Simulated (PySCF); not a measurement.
**The bond of SeF, level by level**

Aim: find the lowest electronic state of SeF, scan its bond at several levels of theory, and get bond length, wavenumber and dissociation energy from each curve.

The runs use PySCF 2.14.0; Se def2-SVP, F def2-SVP, no relativity.

## Step 1: The job

A driver script around PySCF takes these settings:

```json
{"atoms": "Se, F", "charge": "0", "basis": "Se def2-SVP, F def2-SVP", "Hamiltonian": "no relativity", "basis functions": "46", "electrons treated": "43", "masses in u": "79.9165, 18.9984", "levels": "PBE0, PBE, r²SCAN, B3LYP, B2PLYP, TPSSh, LC-ωPBE, HF, MP2, SCS-MP2, CCSD, CCSD(T)", "grid": "80 radial by 434 angular points", "occupations": "held fixed by the projection of orbital angular momentum", "dissociation limit": "Se + F, each in its ground configuration", "starting distance in angstrom": "1.730", "values of 2S to try": "1, 3"}
```

Command:

```bash
$ OMP_NUM_THREADS=1 python dia.py task.json out
```

After this run come: First curve: PBE0; Excited determinants; PBE (GGA); r²SCAN (meta-GGA); B3LYP; B2PLYP (double hybrid); TPSSh (hybrid meta-GGA); LC-ωPBE (range-separated hybrid); UHF (mean field); Correlated methods on the Hartree–Fock reference.

What does the calculation give? Wanted: for each run, Re; ωe; De; μ.

The runs gave:

Lowest PBE0 solution found, without spin–orbit coupling: ²Π (doublet), unpaired electrons π ↑. State 2 has its PBE0 minimum 1.63 eV higher. The other levels ran on the lowest alone.

```
      level  Re (Å)  ωe (cm⁻¹)  De (eV)  μ (D)
        UHF   1.732        746     1.08  -2.12
    UHF-MP2   1.761        691     2.95    n/a
UHF-SCS-MP2   1.765        681     2.84    n/a
   UHF-CCSD   1.763        690     2.64    n/a
UHF-CCSD(T)   1.770        676     2.76    n/a
        PBE   1.777        668     3.83  -1.42
     r²SCAN   1.761        689     3.38  -1.51
      TPSSh   1.762        692     3.40  -1.53
      B3LYP   1.764        687     3.39  -1.64
       PBE0   1.751        708     3.28  -1.62
    LC-ωPBE   1.741        734     3.33  -1.64
     B2PLYP   1.763        689     3.18  -1.95
```

De is counted to Se + F in their ground configurations. A positive dipole means Se(−)F(+).

Differences from CCSD(T) in the same basis:

```
      level  Re (mÅ)  ωe (%)
        UHF      -37   +10.3
    UHF-MP2       -9    +2.3
UHF-SCS-MP2       -4    +0.7
   UHF-CCSD       -7    +2.1
        PBE       +7    -1.2
     r²SCAN       -9    +2.0
      TPSSh       -8    +2.5
      B3LYP       -5    +1.7
       PBE0      -19    +4.8
    LC-ωPBE      -29    +8.7
     B2PLYP       -7    +2.0
```

Judged by CCSD(T) in the same basis: best bond length UHF-SCS-MP2 (-4 mÅ), worst UHF (-37 mÅ); best wavenumber UHF-SCS-MP2 (+0.7 %), worst UHF (+10.3 %). Hartree–Fock falls on the short and stiff side, its usual fault. PBE gives a bond that is too long and too soft, as GGAs tend to. CCSD(T) in a basis this small is itself some way from its limit, more so than the functionals. Of the levels with a De here, UHF gives the least (1.08 eV) and PBE the most (3.83 eV).

Correlated steps freeze 10 core orbitals. B2PLYP dipoles, levels and charges come from its SCF part alone. At UHF the stretched side of the curve climbs above De, by a hump or because the determinant held fixed goes to a higher limit.
